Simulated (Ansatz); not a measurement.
# AlNi2: the cost of one run

Computed with Ansatz 0.2.0 (DFT PBEsol, scalar-relativistic, plane waves, PAW, unless a step's input says otherwise).

1 further run of the same task is left out (set aside as unsound or not needed).

### Step 1. Starting point

The structure is trigonal, space group P-3m1 (No. 164). The conventional cell has a = 3.975 Å, b = 3.975 Å, c = 4.906 Å, α = 90.00°, β = 90.00°, γ = 120.00°. Around Al (site symmetry 3m) lie 8 Ni at 2.37 to 2.48 Å. Around Ni (site symmetry 3m) lie 5 Al at 2.37 to 2.48 Å and 3 Ni at 2.47 Å. Ni (site symmetry -3m) has 8 Ni at 2.45 to 2.47 Å and 6 Al at 2.75 Å as nearest neighbours. Ni (site symmetry -3m) has 8 Ni at 2.45 to 2.76 Å and 6 Al at 2.48 Å as nearest neighbours.

Structure file:

```cif
data_structure
_symmetry_space_group_name_H-M 'P 1'
_symmetry_Int_Tables_number 1
_cell_length_a 3.9749
_cell_length_b 3.9749
_cell_length_c 4.9060
_cell_angle_alpha 90.000
_cell_angle_beta 90.000
_cell_angle_gamma 120.000
_cell_volume 67.13
loop_
_atom_site_label
_atom_site_type_symbol
_atom_site_fract_x
_atom_site_fract_y
_atom_site_fract_z
_atom_site_occupancy
Al1 Al 0.33333 0.66667 0.19258 1
Al2 Al 0.66667 0.33333 0.80742 1
Ni1 Ni 0.33333 0.66667 0.68754 1
Ni2 Ni 0.66667 0.33333 0.31246 1
Ni3 Ni 0.00000 0.00000 0.50000 1
Ni4 Ni 0.00000 0.00000 0.00000 1
```

It goes back to an entry of the Materials Project, which need not be the stable form.

It is the result of an earlier relaxation at this level (volume 11.19 Å³/atom; gap on the mesh: none (metal)).

### Step 2. Electronic structure at the relaxed geometry

Input file input.yaml:

```yaml
crystal:
  lattice:
    - [3.9748989545, 0.0, 0.0]
    - [-1.9874494772, 3.442363472, 0.0]
    - [0.0, 0.0, 4.9060444306]
  atoms:
    - { symbol: Al, position: [0.3333333333, 0.6666666667, 0.1925788626] }
    - { symbol: Al, position: [0.6666666667, 0.3333333333, 0.8074211374] }
    - { symbol: Ni, position: [0.3333333333, 0.6666666667, 0.6875372665] }
    - { symbol: Ni, position: [0.6666666667, 0.3333333333, 0.3124627335] }
    - { symbol: Ni, position: [0.0, 0.0, 0.5] }
    - { symbol: Ni, position: [0.0, 0.0, 0.0] }
basis:
  ecutwfc: 420
kpoints:
  mp_grid: { grid: [12, 12, 8] }
  band_path:
    path:
      - [[0.0, 0.0, 0.0], [0.5, 0.0, 0.0], [0.33333333, 0.33333333, 0.0], [0.0, 0.0, 0.0], [0.0, 0.0, 0.5], [0.5, 0.0, 0.5], [0.33333333, 0.33333333, 0.5], [0.0, 0.0, 0.5]]
      - [[0.5, 0.0, 0.5], [0.5, 0.0, 0.0]]
      - [[0.33333333, 0.33333333, 0.5], [0.33333333, 0.33333333, 0.0]]
    npoints: 14
hamiltonian:
  xc: pbesol
scf:
  occupations: { method: gaussian, width: 0.1 }
  n_extra_bands: 15
output:
  forces: true
  stress: true
  eigenvalues: true
  populations: true
  dos: { projected: true, de: 0.02, nscf_kmesh: { grid: [18, 18, 12] } }
  bader: true
  write_density: true
  write_potential: true
  elf: true
  volumetric_format: npy
```

The run is started by

```sh
> ansatz run input.yaml --threads 1 --pin off --max-ram 2560MiB --backend cpu --events-out ev --progress --plain --runs-dir out
```

What time and memory should one allow on 1 thread of Oxide Virtual Turin-like (Zen 5), shared host?

About 2.3 min, with a peak of 0.98 GiB.
